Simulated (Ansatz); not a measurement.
# CH4BLiSi (SMILES [Li][B]=C[SiH3]): single points off equilibrium

The task here is to estimate one member of a computed series from the others.

Computed with Ansatz 0.2.0, Gaussian basis. Level: single points in def2-TZVPP.

Correlated methods freeze the cores. The outer core shell of Li, Na, Mg and K is correlated.

### Starting geometry

8 atoms, charge 0, spin multiplicity 1.

Atoms are counted from 1 here; the program's logs count them from 0.

Bond lengths: Li1–B2 2.254 Å, B2–C3 1.400 Å, C3–Si4 1.844 Å, C3–H5 1.114 Å, Si4–H6 1.536 Å, Si4–H7 1.474 Å, Si4–H8 1.453 Å. Angles: Li1–B2–C3 176.3°, B2–C3–Si4 114.8°, B2–C3–H5 117.6°, Si4–C3–H5 125.8°, C3–Si4–H6 110.7°, C3–Si4–H7 116.2°, C3–Si4–H8 115.7°, H6–Si4–H7 106.4°, H6–Si4–H8 108.8°, H7–Si4–H8 98.0°.

Geometry (Å):

```
Li   -1.8460    2.7147    1.7233
B    -0.4971    1.5028    0.3849
C     0.3981    0.7428   -0.3778
Si    0.2282   -1.0825   -0.1802
H     0.9526    1.2617   -1.1923
H    -0.1010   -1.7465   -1.5258
H     1.4040   -1.7902    0.3574
H    -0.7410   -1.5220    0.8093
```

Set-up of the first run:

File run/in.yaml:

```yaml
crystal:
  periodic: [false, false, false]
  atoms:
    - {symbol: Li, position_ang: [-1.846037, 2.714724, 1.723335]}
    - {symbol: B, position_ang: [-0.497125, 1.502819, 0.384942]}
    - {symbol: C, position_ang: [0.398087, 0.742791, -0.377847]}
    - {symbol: Si, position_ang: [0.228181, -1.082471, -0.180155]}
    - {symbol: H, position_ang: [0.952589, 1.261684, -1.192348]}
    - {symbol: H, position_ang: [-0.100987, -1.746497, -1.525764]}
    - {symbol: H, position_ang: [1.403956, -1.790188, 0.357383]}
    - {symbol: H, position_ang: [-0.740993, -1.522025, 0.809255]}
basis:
  gaussian: {orbitals: def2-TZVPP}
hamiltonian: {xc: pbe, dispersion: d4}
output: {forces: true}
```

Started as:

```sh
$ ansatz run in.yaml --threads 2 --pin off --events-out ev --progress --plain --max-ram 3481MiB
```

Steps of the session up to this table: PBE-D4/def2-TZVPP; r2SCAN-D4/def2-TZVPP; PBE0-D4/def2-TZVPP; wB97M-V/def2-TZVPP; CCSD(T)/def2-TZVPP.

One table of the session follows, with a row left open; its other results are not shown here.

| method | RMS force component (eV/Å) | angle to CCSD(T) forces (°) | dipole (D) |
| --- | --- | --- | --- |
| PBE-D4 | 0.471 | 16.4 | 8.29 |
| r2SCAN-D4 | 0.460 | 16.4 | 8.64 |
| PBE0-D4 | ? | ? | ? |
| wB97M-V | 0.455 | 22.9 | 8.82 |
| CCSD(T) | 0.508 | reference | 8.81 |

Estimate the missing values for PBE0-D4.

The run gave: RMS force component (eV/Å): 0.467; angle to CCSD(T) forces (°): 18.8; dipole (D): 8.63. In the column «RMS force component (eV/Å)» it lies between r2SCAN-D4 (0.460) and PBE-D4 (0.471).
